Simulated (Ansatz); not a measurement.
**One shape, several levels: doublet [SiHClF2]+**

We compute a comparison of 6 runs (UHF/3-21G, UHF/6-311+G**, U-r2SCAN/6-311+G**, UB2PLYP/6-311+G**, UBLYP/6-311+G**, UPBE0/6-311+G**) of doublet [SiHClF2]+. 

The results are computed with Ansatz 0.2.0.

44 further runs of the same task are left out: 44 set aside as unsound or not needed. Runs told in other sessions of the task aren't counted.

**1. The system as given**

[SiHClF2]+ has 5 atoms, charge +1, and is taken as a doublet. SMILES of the parent species: `F[SiH](F)Cl`. The coordinates come from a PBE0-D4/def2-TZVP relaxation. That shape belongs to the parent species and isn't relaxed for this state.

Bond lengths: F1–Si2 1.577 Å, Si2–F3 1.577 Å, Si2–Cl4 2.018 Å, Si2–H5 1.465 Å. Angles: F1–Si2–F3 107.6°, F1–Si2–Cl4 109.0°, F3–Si2–Cl4 109.0°, F1–Si2–H5 109.8°, F3–Si2–H5 109.8°, Cl4–Si2–H5 111.5°.

**2. A single-point energy at UHF/3-21G (run 1)**

run.yaml reads:

```yaml
crystal:
  periodic: [false, false, false]
  atoms:
    - {symbol: F, position_ang: [-0.339600, -0.621400, 1.420100]}
    - {symbol: Si, position_ang: [0.095900, -0.000200, 0.037800]}
    - {symbol: F, position_ang: [-0.033500, 1.566800, 0.156500]}
    - {symbol: Cl, position_ang: [-1.157500, -0.656000, -1.401500]}
    - {symbol: H, position_ang: [1.484600, -0.363000, -0.254200]}
basis:
  gaussian:
    orbitals: 3-21G.json
output: {orbitals: {seedname: orbitals}}
magnetization:
  spin_polarized: true
  initial_magnetization: 1
hamiltonian:
  xc: hf
accuracy: high
total_charge: 1
```

The basis set 3-21G is read from a file made from the Basis Set Exchange's data (not shown).

Run with:

```console
$ ansatz run run.yaml --threads 1 --pin off --max-ram 3480MiB --events-out events.jsonl --progress --plain --runs-dir runs
```

Log:

```text
Warning: RAYON_NUM_THREADS=1 ignored (pool sized by the plan → 1); use --threads N
Functional definition: HF
  name "HF"
  exchange = exact_x
  correlation = 0
966 factors; integrals over basis functions are off by at most 5.4e-9 eV
mean field evaluation 1: about -25648.6174 eV, gradient 3.9e1 eV
mean field evaluation 2: about -25648.6219 eV, gradient 3.9e1 eV
mean field evaluation 4: about -25654.0934 eV, gradient 2.6e0 eV
mean field evaluation 8: about -25654.4735 eV, gradient 5.6e-1 eV
mean field evaluation 16: about -25654.5099 eV, gradient 2.3e-8 eV
mean field evaluation 32: about -25654.4014 eV, gradient 4.4e-1 eV
mean field evaluation 64: about -25654.4856 eV, gradient 2.0e0 eV
mean field evaluation 96: about -25654.5029 eV, gradient 2.9e-1 eV
mean field -25654.50986895 eV, -942.7858484324 hartree, gradient 3.0e-8 eV, S^2 0.752464; 3 other end points of the search recorded, 0 dependent functions left out
reference -25654.50986895 eV, -942.7858484324 hartree; 25, 24 occupied and 21, 22 virtual orbitals, 966 factors
Total energy: -25654.50986895 eV, -942.7858484324 hartree
```

Wall time 1.9 s (1 thread of Arm Neoverse V1, shared host); peak memory 0.12 GiB.

**3. The energy at UHF/6-311+G(d,p) (run 2)**

input.yaml reads:

```yaml
crystal:
  periodic: [false, false, false]
  atoms:
    - symbol: F
      position_ang: [-0.339600, -0.621400, 1.420100]
    - symbol: Si
      position_ang: [0.095900, -0.000200, 0.037800]
    - symbol: F
      position_ang: [-0.033500, 1.566800, 0.156500]
    - symbol: Cl
      position_ang: [-1.157500, -0.656000, -1.401500]
    - symbol: H
      position_ang: [1.484600, -0.363000, -0.254200]
basis:
  gaussian:
    orbitals: 6-311+G_st__st_-spherical.json
total_charge: 1
magnetization:
  spin_polarized: true
  initial_magnetization: 1
hamiltonian:
  xc: hf
accuracy: high
output:
  orbitals: {seedname: orbitals}
```

The basis set 6-311+G** is read from a file made from the Basis Set Exchange's data (not shown).

Run with:

```console
$ ansatz run input.yaml --threads 1 --pin off --max-ram 3480MiB --events-out events.jsonl --progress --plain --runs-dir runs
```

Log:

```text
Warning: RAYON_NUM_THREADS=1 ignored (pool sized by the plan → 1); use --threads N
[... 4 set-up lines as earlier in the session ...]
1916 factors; integrals over basis functions are off by at most 4.4e-9 eV
mean field evaluation 1: about -25781.3926 eV, gradient 4.4e1 eV
mean field evaluation 2: about -25781.3996 eV, gradient 4.4e1 eV
mean field evaluation 4: about -25787.9203 eV, gradient 2.9e0 eV
mean field evaluation 8: about -25788.3176 eV, gradient 5.7e-1 eV
mean field evaluation 16: about -25788.3499 eV, gradient 2.8e-6 eV
mean field evaluation 32: about -25788.2755 eV, gradient 7.4e-1 eV
mean field evaluation 64: about -25788.3007 eV, gradient 1.1e-1 eV
mean field evaluation 96: about -25788.2963 eV, gradient 8.9e-2 eV
mean field evaluation 128: about -25788.3499 eV, gradient 7.3e-6 eV
mean field -25788.34988323 eV, -947.7043782374 hartree, gradient 3.2e-8 eV, S^2 0.757577; 3 other end points of the search recorded, 0 dependent functions left out
reference -25788.34988323 eV, -947.7043782374 hartree; 25, 24 occupied and 85, 86 virtual orbitals, 1916 factors
Total energy: -25788.34988323 eV, -947.7043782374 hartree
```

Wall time 14 s (1 thread of Arm Neoverse V1, shared host); peak memory 0.38 GiB.

Runs 3 to 5 aren't shown in full; the table further down has their settings and results.

**4. A single-point energy at UPBE0/6-311+G(d,p) (run 6)**

molecule.yaml reads:

```yaml
crystal:
  periodic: [false, false, false]
  atoms:
    - symbol: F
      position_ang: [-0.339600, -0.621400, 1.420100]
    - symbol: Si
      position_ang: [0.095900, -0.000200, 0.037800]
    - symbol: F
      position_ang: [-0.033500, 1.566800, 0.156500]
    - symbol: Cl
      position_ang: [-1.157500, -0.656000, -1.401500]
    - symbol: H
      position_ang: [1.484600, -0.363000, -0.254200]
basis:
  gaussian:
    orbitals: 6-311+G_st__st_-spherical.json
total_charge: 1
magnetization:
  spin_polarized: true
  initial_magnetization: 1
hamiltonian:
  xc: pbe0
accuracy: high
output: {orbitals: {seedname: orbitals}}
```

The basis set 6-311+G** is read from a file made from the Basis Set Exchange's data (not shown).

Run with:

```console
$ ansatz run molecule.yaml --threads 1 --pin off --max-ram 3480MiB --events-out events.jsonl --progress --plain --runs-dir runs
```

Log:

```text
Warning: RAYON_NUM_THREADS=1 ignored (pool sized by the plan → 1); use --threads N
Functional definition: PBE0
  name "PBE0"
  parameter a = 0.25
  parameter kappa = 0.804
  parameter beta = 0.06672455060314922
  exchange = (1 - a)*pbe_x(kappa = kappa, mu = beta*pi^2/3) + a*exact_x
  correlation = pbe_c(beta = beta)
1916 factors; integrals over basis functions are off by at most 4.4e-9 eV
mean field evaluation 1: about -25821.2852 eV, gradient 6.0e1 eV
mean field evaluation 2: about -25773.9030 eV, gradient 1.3e2 eV
mean field evaluation 4: about -25831.4841 eV, gradient 5.9e0 eV
mean field evaluation 8: about -25831.6992 eV, gradient 3.6e-1 eV
mean field evaluation 16: about -25831.7007 eV, gradient 3.3e-3 eV
mean field evaluation 32: about -25831.7007 eV, gradient 1.6e-6 eV
mean field -25831.70068229 eV, -949.2974907187 hartree, gradient 2.5e-8 eV, S^2 0.756446; 4 other end points of the search recorded, 0 dependent functions left out
reference -25831.70068781 eV, -949.2974909215 hartree; 25, 24 occupied and 85, 86 virtual orbitals, 1916 factors
Total energy: -25831.70068781 eV, -949.2974909215 hartree
```

Run time: 35 s. Hardware: 1 thread of Arm Neoverse V1, shared host; peak memory 0.5 GiB.

**5. Overview of the runs**

| run | level | frozen core orbitals | energy (Eh) | HOMO energy (eV) | LUMO energy (eV) | ⟨S²⟩ | wall time |
| --- | --- | --- | --- | --- | --- | --- | --- |
| 1 | UHF/3-21G | – | -942.785848 | -21.18 | -11.04 | 0.752 | 1.9 s |
| 2 | UHF/6-311+G** | – | -947.704378 | -21.04 | -10.60 | 0.758 | 14 s |
| 3 | U-r2SCAN/6-311+G** | – | -949.631300 | -16.41 | -15.93 | 0.757 | 84 s |
| 4 | UB2PLYP/6-311+G** | 12 | -949.363464 | -18.76 | -13.81 | 0.757 | 56 s |
| 5 | UBLYP/6-311+G** | – | -949.765359 | -15.80 | -15.76 | 0.753 | 78 s |
| 6 | UPBE0/6-311+G** | – | -949.297491 | -17.60 | -15.26 | 0.756 | 35 s |

**6. What came out**

```
                                 quantity          value
                      run 6: total energy  -949.29749 Eh
run 6: HOMO energy (highest over α and β)      -17.60 eV
 run 6: LUMO energy (lowest over α and β)      -15.26 eV
                              run 6: ⟨S²⟩          0.756
```

**Reading.** Totals of different functionals can't be ranked against each other. All runs together took 4.5 min, the longest 84 s.
